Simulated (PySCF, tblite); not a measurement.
**C5H2FNO: dynamics, then NMR shifts on frames**

Aim: move C5H2FNO (`N#CC1=CC(=O)[C@H]1F`) away from its starting geometry and see how NMR shifts follow the geometry.

The runs use tblite 0.8.0 and PySCF 2.14.0, with density-fitted response routines of our own; the level of theory stands in each step. All values are computed, except where a source is named. Atoms are numbered from 0 throughout.

**1. Starting geometry**

10 atoms, charge 0, multiplicity 1; geometry from: GFN2-xTB.

Bonds of the start (Å): N0–C1 1.15, C1–C2 1.40, C2–C3 1.35, C3–C4 1.48, C4–O5 1.19, C4–C6 1.56, C6–F7 1.36, C6–C2 1.53, C3–H8 1.07, C6–H9 1.09.

**2. Dynamics with GFN2-xTB**

The job: settings as JSON, then the geometry in Å.

```
{"job": {"kind": "md", "xc": "GFN2-xTB", "basis": "xTB", "temperature": 400, "steps": 2000, "every": 50, "frames": 5}, "charge": 0, "multiplicity": 1}
N      3.109405    -0.110228    -0.578157
C      1.992264     0.012519    -0.350075
C      0.628865     0.137832    -0.066764
C     -0.197760     1.174494     0.202321
C     -1.392449     0.308380     0.268272
O     -2.566667     0.451455     0.389366
C     -0.460425    -0.925088     0.032979
F     -0.692088    -1.636354    -1.106411
H     -0.040261     2.229815     0.327867
H     -0.372002    -1.638172     0.858075
```

With the program's defaults for keys left out, this is: GFN2-xTB Langevin dynamics, gas phase.

Command:

```
OMP_NUM_THREADS=1 python probes_run.py task.json out
```

One launch serves the whole session: the jobs run in the order shown.

The program printed:

```text
t/fs     T/K      E/eV
    0.0   339.0   -634.62791
   25.0   219.7   -634.41044
   50.0   287.7   -634.36383
   75.0   239.0   -634.35781
  100.0   182.0   -634.38196
  125.0   187.6   -634.30605
  150.0   259.8   -634.32081
  175.0   214.6   -634.40604
  200.0   190.5   -634.34689
  225.0   397.2   -634.33123
  250.0   389.9   -634.23890
  275.0   317.5   -634.04275
  300.0   501.1   -634.05060
  325.0   378.6   -634.08991
  350.0   330.2   -634.15373
  375.0   355.6   -634.32707
  400.0   252.9   -634.25026
  425.0   246.9   -634.31457
  450.0   343.0   -634.45319
  475.0   275.7   -634.32640
  500.0   171.9   -634.21639
  525.0   357.6   -634.10703
  550.0   459.9   -634.21680
  575.0   418.9   -634.23866
  600.0   513.5   -634.26560
  625.0   497.6   -634.19569
  650.0   465.4   -634.29376
  675.0   475.2   -634.32645
  700.0   392.1   -634.26533
  725.0   304.7   -634.12040
  750.0   404.9   -634.30128
  775.0   496.8   -634.36241
  800.0   439.2   -634.33524
  825.0   505.6   -634.35339
  850.0   348.5   -634.30457
  875.0   287.5   -634.25602
  900.0   240.6   -634.16765
  925.0   423.3   -634.38826
  950.0   450.3   -634.40323
  975.0   377.3   -634.19572
 1000.0   404.8   -634.17847
```

Wall time 8.6 s (1 thread of Arm Neoverse V1, shared host); peak memory 0.18 GiB.

Distance from the start (root mean square after alignment): 0 fs 0.00 Å, 200 fs 0.11 Å, 400 fs 0.10 Å, 600 fs 0.13 Å, 800 fs 0.17 Å, 1000 fs 0.16 Å.

Positions (Å) and forces (eV/Å) at 1000 fs:

```xyz
10

N     1.527    0.035   -1.614    1.835   -0.430   -1.351
C     0.624    0.170   -0.946   -0.980    1.053    0.453
C    -0.440    0.338   -0.101   -1.129   -1.716    0.441
C    -1.315    1.156    0.493    0.613    3.478   -1.058
C    -1.976    0.152    1.264    1.398   -0.832   -1.390
O    -2.904    0.036    1.940   -2.864   -0.066    2.341
C    -1.045   -0.890    0.630    1.621   -1.280   -0.702
F    -1.652   -1.855   -0.169    0.287    0.756    0.428
H    -1.426    2.252    0.336   -0.012   -0.911    0.443
H    -0.212   -1.407    1.151   -0.769   -0.054    0.392
```

**3. Nuclear shieldings: 250 fs, PBE0/pcSseg-1**

The job: settings as JSON, then the geometry in Å.

```
{"job": {"kind": "nmr", "xc": "PBE0", "basis": "pcSseg-1", "pop": false}, "charge": 0, "multiplicity": 1}
N      3.001900     0.505600    -0.617700
C      1.940900     0.219500    -0.286200
C      0.596700    -0.031700    -0.047400
C     -0.204600     0.725900     0.682700
C     -1.369600    -0.067800     0.362600
O     -2.540000     0.087900     0.486200
C     -0.452600    -1.140500    -0.302500
F     -0.696000    -1.384000    -1.573900
H     -0.219800     1.643200     1.121000
H     -0.324900    -2.131500     0.270000
```

Level: GIAO PBE0/pcSseg-1 NMR shielding, non-relativistic, gas phase.

The program printed:

```text
coarse grid: 9904 points
cycle   1  E = -420.7033616065  dE =  1.767e+00  |g| = 9.395e-01  |ddm| = 3.316e+00
cycle   2  E = -419.8958422676  dE =  8.075e-01  |g| = 2.209e+00  |ddm| = 3.256e+00
cycle   3  E = -420.8734562756  dE = -9.776e-01  |g| = 1.750e-01  |ddm| = 2.547e+00
cycle   4  E = -420.8773799295  dE = -3.924e-03  |g| = 1.119e-01  |ddm| = 2.325e-01
cycle   5  E = -420.8795186116  dE = -2.139e-03  |g| = 3.057e-02  |ddm| = 1.049e-01
cycle   6  E = -420.8796646030  dE = -1.460e-04  |g| = 1.491e-02  |ddm| = 3.183e-02
cycle   7  E = -420.8797082429  dE = -4.364e-05  |g| = 3.778e-03  |ddm| = 1.277e-02
cycle   8  E = -420.8797109795  dE = -2.737e-06  |g| = 1.044e-03  |ddm| = 4.611e-03
final grid: 100592 points
cycle   9  E = -420.9441926013  dE = -1.157e-05  |g| = 1.170e-02  |ddm| = 3.389e-02
cycle  10  E = -420.9441059552  dE =  8.665e-05  |g| = 2.450e-02  |ddm| = 2.910e-02
cycle  11  E = -420.9442181940  dE = -1.122e-04  |g| = 1.649e-03  |ddm| = 2.055e-02
cycle  12  E = -420.9442186610  dE = -4.670e-07  |g| = 5.839e-04  |ddm| = 1.744e-03
cycle  13  E = -420.9442187224  dE = -6.147e-08  |g| = 2.331e-04  |ddm| = 5.690e-04
cycle  14  E = -420.9442187334  dE = -1.093e-08  |g| = 7.029e-05  |ddm| = 2.343e-04
cycle  15  E = -420.9442187343  dE = -9.467e-10  |g| = 1.799e-05  |ddm| = 8.455e-05
converged SCF energy = -420.9442187343

GIAO shielding tensors (ppm)
atom      isotropic    diamagn.    paramagn.     s11        s22        s33       span
  0 N     -106.727     339.385    -446.112   -245.391   -213.850    139.061    384.452
  1 C       69.691     257.546    -187.854    -48.069    -42.053    299.196    347.265
  2 C       34.655     256.958    -222.303    -98.831     39.375    163.420    262.251
  3 C       27.121     251.028    -223.907    -86.482     27.247    140.597    227.079
  4 C       -2.449     250.408    -252.857    -91.986     -4.448     89.088    181.074
  5 O     -287.125     395.512    -682.637   -862.974   -331.260    332.858   1195.832
  6 C       78.611     240.718    -162.107     44.453     87.402    103.978     59.525
  7 F      369.596     467.614     -98.018    330.274    368.585    409.929     79.654
  8 H       25.597      33.079      -7.482     21.363     26.310     29.117      7.754
  9 H       24.575      25.935      -1.360     21.938     24.768     27.020      5.082
```

Run time: 11 s. Hardware: 1 thread of Arm Neoverse V1, shared host; peak memory 0.83 GiB.

The references, computed at this level on geometries of the same kind, shield at (ppm): ¹H TMS 31.72, ¹³C TMS 186.9, ¹⁹F CFCl3 170.9, ¹⁵N NH3 267.7, ¹⁷O H2O 336.1. Their shielding less the atom's gives the shift. The references are single molecules in the gas phase, so shifts against H2O, NH3, PH3, H3PO4 or CFCl3 are not on the usual liquid scales and can be off by tens of ppm. Each atom is listed at this fixed geometry, with no averaging over motion; a spectrum would average atoms that exchange fast.

| atoms | environment | σ (ppm) | δ (ppm) |
| --- | --- | --- | --- |
| C4 | ketone carbonyl carbon | -2.4 | 189.4 |
| C3 | α carbon of a C=C–C=O unit | 27.1 | 159.8 |
| C2 | β carbon of a C=C–C=O unit | 34.7 | 152.3 |
| C1 | nitrile carbon | 69.7 | 117.2 |
| C6 | sp3 CH bonded to F, α to a carbonyl | 78.6 | 108.3 |
| H9 | hydrogen on an sp3 CH bonded to F, α to a carbonyl | 24.58 | 7.14 |
| H8 | hydrogen on an α carbon of a C=C–C=O unit | 25.60 | 6.12 |
| N0 | nitrile nitrogen | -106.7 | 374.5 |
| O5 | ketone oxygen | -287.1 | 623.2 |
| F7 | fluorine on an sp3 carbon | 369.6 | -198.7 |

Ring of atoms C2, C3, C4, C6: NICS(0) 4.7, NICS(1) -3.9, NICS(1)zz -2.1 ppm (means of both faces).

**4. Shielding tensors: 425 fs, PBE0/pcSseg-1**

The job: settings as JSON, then the geometry in Å.

```
{"job": {"kind": "nmr", "xc": "PBE0", "basis": "pcSseg-1", "pop": false}, "charge": 0, "multiplicity": 1}
N      2.928700     0.321000    -0.566400
C      1.805700     0.104900    -0.434800
C      0.455300    -0.116200    -0.061100
C     -0.629400     0.635900     0.415400
C     -1.535200    -0.497700     0.268700
O     -2.644200    -0.838100     0.460700
C     -0.379600    -1.380500    -0.264200
F     -0.487700    -1.692500    -1.608000
H     -0.723400     1.671400     0.596700
H     -0.220300    -2.265300     0.274600
```

Level: GIAO PBE0/pcSseg-1 NMR shielding, non-relativistic, gas phase.

The program printed:

```text
coarse grid: 9904 points
cycle   1  E = -420.6988122204  dE =  1.589e+00  |g| = 9.509e-01  |ddm| = 3.295e+00
cycle   2  E = -419.8406488029  dE =  8.582e-01  |g| = 2.260e+00  |ddm| = 3.430e+00
cycle   3  E = -420.8760240520  dE = -1.035e+00  |g| = 1.651e-01  |ddm| = 2.674e+00
cycle   4  E = -420.8779714028  dE = -1.947e-03  |g| = 1.336e-01  |ddm| = 2.422e-01
cycle   5  E = -420.8811005761  dE = -3.129e-03  |g| = 3.734e-02  |ddm| = 1.195e-01
cycle   6  E = -420.8813517652  dE = -2.512e-04  |g| = 1.455e-02  |ddm| = 3.530e-02
cycle   7  E = -420.8813913558  dE = -3.959e-05  |g| = 3.945e-03  |ddm| = 1.246e-02
cycle   8  E = -420.8813942600  dE = -2.904e-06  |g| = 1.539e-03  |ddm| = 4.919e-03
final grid: 100592 points
cycle   9  E = -420.9469417385  dE = -1.523e-05  |g| = 1.249e-02  |ddm| = 3.552e-02
cycle  10  E = -420.9468433150  dE =  9.842e-05  |g| = 2.605e-02  |ddm| = 3.122e-02
cycle  11  E = -420.9469714759  dE = -1.282e-04  |g| = 1.891e-03  |ddm| = 2.202e-02
cycle  12  E = -420.9469720737  dE = -5.978e-07  |g| = 7.918e-04  |ddm| = 1.863e-03
cycle  13  E = -420.9469721999  dE = -1.262e-07  |g| = 2.288e-04  |ddm| = 6.994e-04
cycle  14  E = -420.9469722100  dE = -1.005e-08  |g| = 8.528e-05  |ddm| = 2.260e-04
cycle  15  E = -420.9469722113  dE = -1.321e-09  |g| = 2.209e-05  |ddm| = 8.948e-05
cycle  16  E = -420.9469722114  dE = -1.049e-10  |g| = 9.893e-06  |ddm| = 2.839e-05
converged SCF energy = -420.9469722114

GIAO shielding tensors (ppm)
atom      isotropic    diamagn.    paramagn.     s11        s22        s33       span
  0 N     -118.486     338.631    -457.116   -263.435   -222.618    130.596    394.032
  1 C       68.888     258.128    -189.240    -47.384    -43.152    297.199    344.584
  2 C       15.027     255.848    -240.821   -133.786     19.432    159.435    293.221
  3 C       18.202     248.789    -230.586   -108.825     39.722    123.710    232.534
  4 C        2.823     251.588    -248.765    -86.970      4.593     90.846    177.817
  5 O     -307.062     394.601    -701.663   -922.451   -321.130    322.394   1244.845
  6 C       79.860     243.217    -163.358     51.638     87.784    100.157     48.518
  7 F      371.217     469.451     -98.233    350.867    365.723    397.062     46.195
  8 H       24.413      31.080      -6.667     19.943     24.417     28.878      8.934
  9 H       26.628      29.206      -2.578     24.967     26.012     28.906      3.939
```

Wall time 12 s (1 thread of Arm Neoverse V1, shared host); peak memory 0.71 GiB.

This run: δ C4 184.1, C2 171.9, C3 168.7, C1 118.0, H8 7.30, H9 5.09 ppm.

**5. NMR shieldings: 625 fs, PBE0/pcSseg-1**

The job: settings as JSON, then the geometry in Å.

```
{"job": {"kind": "nmr", "xc": "PBE0", "basis": "pcSseg-1", "pop": false}, "charge": 0, "multiplicity": 1}
N      2.723100    -0.024500    -0.925100
C      1.730600    -0.139600    -0.334300
C      0.444900    -0.354000     0.210300
C     -0.538500     0.186500     1.028800
C     -1.557700    -0.730800     0.645000
O     -2.732700    -0.727100     0.762700
C     -0.477200    -1.457300    -0.186300
F     -0.686500    -1.588100    -1.499200
H     -0.368900     1.058400     1.601700
H     -0.169900    -2.531000     0.181900
```

With the program's defaults for keys left out, this is: GIAO PBE0/pcSseg-1 NMR shielding, non-relativistic, gas phase.

The program printed:

```text
coarse grid: 9904 points
cycle   1  E = -420.6956163162  dE =  1.683e+00  |g| = 9.469e-01  |ddm| = 3.309e+00
cycle   2  E = -419.7952891393  dE =  9.003e-01  |g| = 2.296e+00  |ddm| = 3.436e+00
cycle   3  E = -420.8706063271  dE = -1.075e+00  |g| = 1.762e-01  |ddm| = 2.699e+00
cycle   4  E = -420.8735290297  dE = -2.923e-03  |g| = 1.308e-01  |ddm| = 2.653e-01
cycle   5  E = -420.8765228682  dE = -2.994e-03  |g| = 3.642e-02  |ddm| = 1.236e-01
cycle   6  E = -420.8767541933  dE = -2.313e-04  |g| = 1.539e-02  |ddm| = 3.540e-02
cycle   7  E = -420.8767988200  dE = -4.463e-05  |g| = 4.657e-03  |ddm| = 1.339e-02
cycle   8  E = -420.8768030151  dE = -4.195e-06  |g| = 1.734e-03  |ddm| = 5.737e-03
final grid: 100592 points
cycle   9  E = -420.9408970268  dE = -5.734e-06  |g| = 1.320e-02  |ddm| = 3.292e-02
cycle  10  E = -420.9407787112  dE =  1.183e-04  |g| = 2.825e-02  |ddm| = 3.381e-02
cycle  11  E = -420.9409298249  dE = -1.511e-04  |g| = 2.044e-03  |ddm| = 2.403e-02
cycle  12  E = -420.9409305941  dE = -7.693e-07  |g| = 7.237e-04  |ddm| = 2.000e-03
cycle  13  E = -420.9409307024  dE = -1.083e-07  |g| = 1.968e-04  |ddm| = 6.426e-04
cycle  14  E = -420.9409307092  dE = -6.787e-09  |g| = 8.843e-05  |ddm| = 2.347e-04
cycle  15  E = -420.9409307110  dE = -1.761e-09  |g| = 2.426e-05  |ddm| = 1.053e-04
cycle  16  E = -420.9409307111  dE = -1.493e-10  |g| = 7.130e-06  |ddm| = 2.741e-05
converged SCF energy = -420.9409307111

GIAO shielding tensors (ppm)
atom      isotropic    diamagn.    paramagn.     s11        s22        s33       span
  0 N     -123.799     338.847    -462.646   -265.051   -232.347    126.003    391.054
  1 C       69.347     258.320    -188.973    -45.569    -43.817    297.428    342.997
  2 C       16.744     257.339    -240.596   -141.657     25.749    166.139    307.795
  3 C       29.227     249.136    -219.909   -105.749     54.893    138.536    244.284
  4 C        5.739     253.526    -247.787    -84.983      5.037     97.164    182.146
  5 O     -294.157     394.317    -688.474   -918.530   -325.011    361.071   1279.601
  6 C       79.001     239.240    -160.238     50.026     85.120    101.858     51.833
  7 F      358.175     470.172    -111.996    310.813    366.017    397.696     86.883
  8 H       24.986      31.422      -6.436     19.871     24.213     30.875     11.004
  9 H       24.359      25.025      -0.666     21.690     24.356     27.031      5.341
```

Run time: 11 s. Hardware: 1 thread of Arm Neoverse V1, shared host; peak memory 0.71 GiB.

Key values: δ C4 181.2, C2 170.2, C3 157.7, C1 117.6, H9 7.36, H8 6.73 ppm.

**6. NMR shieldings: 800 fs, PBE0/pcSseg-1**

The job: settings as JSON, then the geometry in Å.

```
{"job": {"kind": "nmr", "xc": "PBE0", "basis": "pcSseg-1", "pop": false}, "charge": 0, "multiplicity": 1}
N      2.389900    -0.210400    -1.153300
C      1.404600    -0.183500    -0.587400
C      0.178000    -0.028400     0.105300
C     -0.271100     0.771800     1.085200
C     -1.578300     0.119000     1.053900
O     -2.704300     0.281600     1.365900
C     -0.955900    -1.041000     0.292800
F     -1.535200    -1.615700    -0.789700
H      0.145800     1.685000     1.533700
H     -0.680400    -1.935300     0.892600
```

Level: GIAO PBE0/pcSseg-1 NMR shielding, non-relativistic, gas phase.

The program printed:

```text
coarse grid: 9904 points
cycle   1  E = -420.7009748458  dE =  1.706e+00  |g| = 9.538e-01  |ddm| = 3.281e+00
cycle   2  E = -419.8729590024  dE =  8.280e-01  |g| = 2.243e+00  |ddm| = 3.398e+00
cycle   3  E = -420.8783482394  dE = -1.005e+00  |g| = 1.588e-01  |ddm| = 2.622e+00
cycle   4  E = -420.8809556956  dE = -2.607e-03  |g| = 1.146e-01  |ddm| = 2.318e-01
cycle   5  E = -420.8832107732  dE = -2.255e-03  |g| = 3.231e-02  |ddm| = 1.129e-01
cycle   6  E = -420.8833899342  dE = -1.792e-04  |g| = 1.356e-02  |ddm| = 3.437e-02
cycle   7  E = -420.8834251628  dE = -3.523e-05  |g| = 3.537e-03  |ddm| = 1.187e-02
cycle   8  E = -420.8834274646  dE = -2.302e-06  |g| = 1.075e-03  |ddm| = 4.391e-03
final grid: 100592 points
cycle   9  E = -420.9474099422  dE = -9.879e-06  |g| = 1.178e-02  |ddm| = 3.139e-02
cycle  10  E = -420.9473225623  dE =  8.738e-05  |g| = 2.462e-02  |ddm| = 3.081e-02
cycle  11  E = -420.9474362281  dE = -1.137e-04  |g| = 1.617e-03  |ddm| = 2.136e-02
cycle  12  E = -420.9474366731  dE = -4.450e-07  |g| = 6.273e-04  |ddm| = 1.646e-03
cycle  13  E = -420.9474367481  dE = -7.495e-08  |g| = 2.089e-04  |ddm| = 5.941e-04
cycle  14  E = -420.9474367568  dE = -8.715e-09  |g| = 6.954e-05  |ddm| = 2.243e-04
cycle  15  E = -420.9474367576  dE = -8.372e-10  |g| = 1.536e-05  |ddm| = 7.627e-05
converged SCF energy = -420.9474367576

GIAO shielding tensors (ppm)
atom      isotropic    diamagn.    paramagn.     s11        s22        s33       span
  0 N      -99.496     339.740    -439.236   -241.190   -215.588    158.290    399.479
  1 C       71.806     258.263    -186.457    -40.982    -39.503    295.904    336.886
  2 C       26.504     254.991    -228.487   -108.618     29.814    158.317    266.936
  3 C       34.564     250.835    -216.270    -85.876     47.442    142.127    228.004
  4 C        6.162     251.970    -245.808    -87.187     21.011     84.661    171.847
  5 O     -260.283     392.954    -653.237   -823.189   -316.413    358.752   1181.941
  6 C       87.989     239.703    -151.714     50.126     92.178    121.662     71.535
  7 F      357.876     468.966    -111.091    310.299    377.339    385.989     75.690
  8 H       24.478      29.149      -4.671     21.545     23.855     28.032      6.487
  9 H       25.606      27.294      -1.688     21.736     25.388     29.694      7.958
```

Wall time 11 s (1 thread of Arm Neoverse V1, shared host); peak memory 0.71 GiB.

This run: δ C4 180.8, C2 160.4, C3 152.4, C1 115.1, H8 7.24, H9 6.11 ppm.

**7. NMR shieldings: 1000 fs, PBE0/pcSseg-1**

The job: settings as JSON, then the geometry in Å.

```
{"job": {"kind": "nmr", "xc": "PBE0", "basis": "pcSseg-1", "pop": false}, "charge": 0, "multiplicity": 1}
N      1.526600     0.035100    -1.613800
C      0.623700     0.169500    -0.945800
C     -0.439600     0.338200    -0.101300
C     -1.315400     1.155700     0.493500
C     -1.975900     0.151900     1.263700
O     -2.904300     0.036200     1.940300
C     -1.044800    -0.889800     0.629900
F     -1.651800    -1.855100    -0.169200
H     -1.426000     2.251700     0.336400
H     -0.211700    -1.406900     1.150500
```

Level: GIAO PBE0/pcSseg-1 NMR shielding, non-relativistic, gas phase.

The program printed:

```text
coarse grid: 9904 points
cycle   1  E = -420.7013581208  dE =  1.777e+00  |g| = 9.318e-01  |ddm| = 3.346e+00
cycle   2  E = -419.9838606799  dE =  7.175e-01  |g| = 2.124e+00  |ddm| = 3.407e+00
cycle   3  E = -420.8684033112  dE = -8.845e-01  |g| = 1.516e-01  |ddm| = 2.572e+00
cycle   4  E = -420.8705691812  dE = -2.166e-03  |g| = 1.153e-01  |ddm| = 2.150e-01
cycle   5  E = -420.8729231980  dE = -2.354e-03  |g| = 3.641e-02  |ddm| = 1.120e-01
cycle   6  E = -420.8731698702  dE = -2.467e-04  |g| = 1.189e-02  |ddm| = 3.590e-02
cycle   7  E = -420.8731953495  dE = -2.548e-05  |g| = 3.337e-03  |ddm| = 1.134e-02
cycle   8  E = -420.8731974615  dE = -2.112e-06  |g| = 9.497e-04  |ddm| = 4.261e-03
final grid: 100592 points
cycle   9  E = -420.9381498727  dE = -1.154e-05  |g| = 1.182e-02  |ddm| = 3.748e-02
cycle  10  E = -420.9380683671  dE =  8.151e-05  |g| = 2.412e-02  |ddm| = 3.093e-02
cycle  11  E = -420.9381760168  dE = -1.076e-04  |g| = 1.619e-03  |ddm| = 2.168e-02
cycle  12  E = -420.9381764607  dE = -4.439e-07  |g| = 6.284e-04  |ddm| = 1.781e-03
cycle  13  E = -420.9381765341  dE = -7.337e-08  |g| = 2.275e-04  |ddm| = 6.161e-04
cycle  14  E = -420.9381765443  dE = -1.017e-08  |g| = 7.201e-05  |ddm| = 2.243e-04
cycle  15  E = -420.9381765452  dE = -9.195e-10  |g| = 1.732e-05  |ddm| = 7.562e-05
converged SCF energy = -420.9381765452

GIAO shielding tensors (ppm)
atom      isotropic    diamagn.    paramagn.     s11        s22        s33       span
  0 N     -114.941     340.630    -455.571   -258.080   -196.438    109.695    367.775
  1 C       74.155     258.752    -184.597    -40.036    -36.001    298.501    338.537
  2 C       23.604     255.875    -232.270   -115.245     10.580    175.477    290.722
  3 C       37.365     247.768    -210.403    -76.243     56.756    131.582    207.825
  4 C       13.126     256.426    -243.300    -76.971     24.532     91.817    168.788
  5 O     -282.710     391.809    -674.519   -874.773   -306.074    332.718   1207.490
  6 C       72.428     243.473    -171.044     34.920     88.999     93.366     58.445
  7 F      354.717     469.525    -114.808    321.731    356.571    385.847     64.116
  8 H       24.565      28.943      -4.378     21.862     23.062     28.772      6.911
  9 H       25.085      27.921      -2.836     22.542     25.730     26.982      4.440
```

Run time: 11 s. Hardware: 1 thread of Arm Neoverse V1, shared host; peak memory 0.71 GiB.

This run: δ C4 173.8, C2 163.3, C3 149.6, C6 114.5, H8 7.15, H9 6.63 ppm.

**8. Comparing the runs: NMR shifts**

Shifts (ppm) of some atoms, chosen among heavy atoms and hydrogens apart, with basis size and wall time:

| frame | C3 | C2 | H9 | H8 | N0 | O5 | F7 | functions | time |
| --- | --- | --- | --- | --- | --- | --- | --- | --- | --- |
| 250 fs | 159.8 | 152.3 | 7.14 | 6.12 | 374.5 | 623.2 | -198.7 | 146 | 11 s |
| 425 fs | 168.7 | 171.9 | 5.09 | 7.30 | 386.2 | 643.1 | -200.3 | 146 | 12 s |
| 625 fs | 157.7 | 170.2 | 7.36 | 6.73 | 391.5 | 630.2 | -187.2 | 146 | 11 s |
| 800 fs | 152.4 | 160.4 | 6.11 | 7.24 | 367.2 | 596.4 | -186.9 | 146 | 11 s |
| 1000 fs | 149.6 | 163.3 | 6.63 | 7.15 | 382.7 | 618.8 | -183.8 | 146 | 11 s |

**9. What came out**

| quantity | value |
| --- | --- |
| thermostat | 400 K |
| mean temperature, second half | 402 K |
| mean potential energy above the minimum | 0.37 eV |
| ¹³C shifts against TMS (PBE0/pcSseg-1, 250 fs) | 189.4, 159.8, 152.3, 117.2, 108.3 ppm |
| ¹H shifts against TMS (PBE0/pcSseg-1, 250 fs) | 7.14, 6.12 ppm |
| ¹⁵N shifts against NH3 (PBE0/pcSseg-1, 250 fs) | 374.5 ppm |
| ¹⁷O shifts against H2O (PBE0/pcSseg-1, 250 fs) | 623.2 ppm |
| ¹⁹F shifts against CFCl3 (PBE0/pcSseg-1, 250 fs) | -198.7 ppm |
| range of the shift of O5 | 596.4 to 643.1 ppm |

In words: In the second half the potential energy averages 0.37 eV above the minimum; equipartition over 24 harmonic modes at 400 K would give 0.41 eV. With 10 atoms the temperature swings widely (172 to 514 K). Shifts at one fixed geometry are not the observed spectrum, which averages over the motion. In the first frame run (250 fs): The widest tensor belongs to O5: span 1196 ppm, with a paramagnetic part of -683 ppm. In ppm, O5 moves most: its shift spreads over 46.8 ppm, from 596.4 (800 fs) to 643.1 (425 fs).
